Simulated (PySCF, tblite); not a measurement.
**C₅H₉GeSi radical: geometry, infrared bands and EPR parameters**

Wanted: the infrared bands and EPR parameters of C₅H₉GeSi radical (`C#C/C=[CH]\[GeH][CH2][SiH3]`), by calculation.

Computed with tblite 0.8.0 and PySCF 2.14.0, with density-fitted response routines of our own, on a single molecule in the gas phase. Atoms are numbered from 0 throughout.

## Step 1: The starting structure

16 atoms, charge 0, multiplicity 2; geometry from: force field or distance geometry start.

Bonds of the start (Å): C0–C1 1.21, C1–C2 1.44, C2–C3 1.32, C3–Ge4 1.86, Ge4–C5 1.87, C5–Si6 1.89, C0–H7 1.07, C2–H8 1.09, C3–H9 1.11, Ge4–H10 1.52, C5–H11 1.11, C5–H12 1.12, Si6–H13 1.45, Si6–H14 1.47, Si6–H15 1.46.

## Step 2: Geometry optimisation with GFN2-xTB

Job settings and geometry (Å):

```
{"job": {"kind": "relax", "xc": "GFN2-xTB", "basis": "xTB"}, "charge": 0, "multiplicity": 2}
C     -1.944400     2.129900     0.330400
C     -2.292200     0.975500     0.304100
C     -2.680300    -0.411500     0.319800
C     -1.770800    -1.294900    -0.031400
Ge    -0.004500    -0.934200    -0.495200
C      1.008000     0.261300     0.519500
Si     2.864800    -0.027300     0.314000
H     -1.669900     3.160100     0.348100
H     -3.689100    -0.730600     0.581500
H     -2.118900    -2.349700    -0.005000
H      0.701900    -1.933800    -1.393600
H      0.745200     0.230400     1.599000
H      0.860900     1.324300     0.204200
H      3.585200     0.302500     1.533000
H      2.992900    -1.442900    -0.072300
H      3.403600     0.749800    -0.800100
```

Run with:

```console
OMP_NUM_THREADS=1 python probes_run.py task.json out
```

This one command runs all jobs of the session in turn.

**Question.** This job is followed by: GFN2-xTB harmonic vibrations, gas phase; UKS B3LYP, def2-TZVP-core on Ge, pcH-1 on C H Si, non-relativistic, mean-field spin-orbit, GIAO. What will the session give for the following? strongest single infrared mode (GFN2-xTB); zero-point energy (GFN2-xTB); g(iso) (B3LYP); ⟨S²⟩; largest a(iso) (averaged by class); surface potential, 1st and 99th percentile.

As calculated:

| quantity | value |
| --- | --- |
| strongest single infrared mode (GFN2-xTB) | 793 cm⁻¹, 587 km/mol |
| zero-point energy (GFN2-xTB) | 65.6 kcal/mol |
| g(iso) (B3LYP) | 2.01048 |
| ⟨S²⟩ | 0.755 (exact 0.75) |
| largest a(iso) (averaged by class) | 73Ge on Ge4, -232.1 MHz |
| surface potential, 1st and 99th percentile | -0.61 V and 1.49 V |

Over 108 steps the energy fell by 1.082 eV; of the close pairs, Ge4–C5 changed most, 1.867 to 2.029 Å. No mode is imaginary among the 42: a minimum at this level. The strongest single mode, at 793 cm⁻¹, has its largest shares on H13, Si6, H15 and H14 (the list is cut at 4 atoms). Unscaled tight-binding wavenumbers are off by several per cent, some by more. Its intensities can rank the bands wrongly. Ge4 carries the largest spin population, 0.75 e. The isotropic g lies 8.2 ppt above the free-electron value. The hyperfine terms hold no scalar relativity, which the heavier nuclei need.
